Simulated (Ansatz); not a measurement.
# ScB4: the cost of one run

Method: DFT PBE, scalar-relativistic, plane waves, PAW, in Ansatz 0.2.0.

### 1 Starting point

It takes space group P6/mmm (No. 191, hexagonal). The conventional cell has a = 4.757 Å, b = 4.757 Å, c = 4.759 Å, α = 90.00°, β = 90.00°, γ = 120.00°. Sc (site symmetry -6m2) is surrounded by 6 B at 2.48 Å and 3 Sc at 2.75 Å. B (site symmetry mm2) is surrounded by 3 B at 1.21 to 1.35 Å. B (site symmetry 6mm) has 1 B at 1.61 Å in its first shell of neighbours.

Structure file:

```cif
data_structure
_symmetry_space_group_name_H-M 'P 1'
_symmetry_Int_Tables_number 1
_cell_length_a 4.7572
_cell_length_b 4.7572
_cell_length_c 4.7586
_cell_angle_alpha 90.000
_cell_angle_beta 90.000
_cell_angle_gamma 120.000
_cell_volume 93.26
loop_
_atom_site_label
_atom_site_type_symbol
_atom_site_fract_x
_atom_site_fract_y
_atom_site_fract_z
_atom_site_occupancy
Sc1 Sc 0.33333 0.66667 0.00000 1
Sc2 Sc 0.66667 0.33333 0.00000 1
B1 B 0.41812 0.83625 0.50000 1
B2 B 0.16375 0.58188 0.50000 1
B3 B 0.41812 0.58188 0.50000 1
B4 B 0.58188 0.16375 0.50000 1
B5 B 0.83625 0.41812 0.50000 1
B6 B 0.58188 0.41812 0.50000 1
B7 B 0.00000 0.00000 0.33128 1
B8 B 0.00000 0.00000 0.66872 1
```

Recipe of the guess: random cell by space group and Wyckoff sites (P6/mmm, No. 191). Its size is a rough estimate.

### 2 Probe: one point on a coarse mesh

File input.yaml:

```yaml
crystal:
  lattice:
    - [4.75719233, 0.0, 0.0]
    - [-2.37859617, 4.11984941, 0.0]
    - [0.0, 0.0, 4.75857392]
  atoms:
    - { symbol: Sc, position: [0.33333333, 0.66666667, 0.0] }
    - { symbol: Sc, position: [0.66666667, 0.33333333, 0.0] }
    - { symbol: B, position: [0.41812423, 0.83624846, 0.5] }
    - { symbol: B, position: [0.16375154, 0.58187577, 0.5] }
    - { symbol: B, position: [0.41812423, 0.58187577, 0.5] }
    - { symbol: B, position: [0.58187577, 0.16375154, 0.5] }
    - { symbol: B, position: [0.83624846, 0.41812423, 0.5] }
    - { symbol: B, position: [0.58187577, 0.41812423, 0.5] }
    - { symbol: B, position: [0.0, 0.0, 0.33128372] }
    - { symbol: B, position: [0.0, 0.0, 0.66871628] }
basis:
  ecutwfc: 420
kpoints:
  mp_grid: { grid: [6, 6, 4] }
hamiltonian:
  xc: pbe
scf:
  occupations: { method: gaussian, width: 0.1 }
  lower_state_search: "off"
output:
  forces: true
  stress: true
  eigenvalues: true
```

Command:

```bash
ansatz run input.yaml --threads 1 --pin off --max-ram 2560MiB --backend cpu --events-out ev --progress --plain --runs-dir out
```

**Question.** How long does this run take on 1 thread of Intel Xeon at 2.50GHz (Skylake/Cascade Lake), shared host, and how much memory does it need?

About 9.3 s, with a peak of 0.38 GiB.
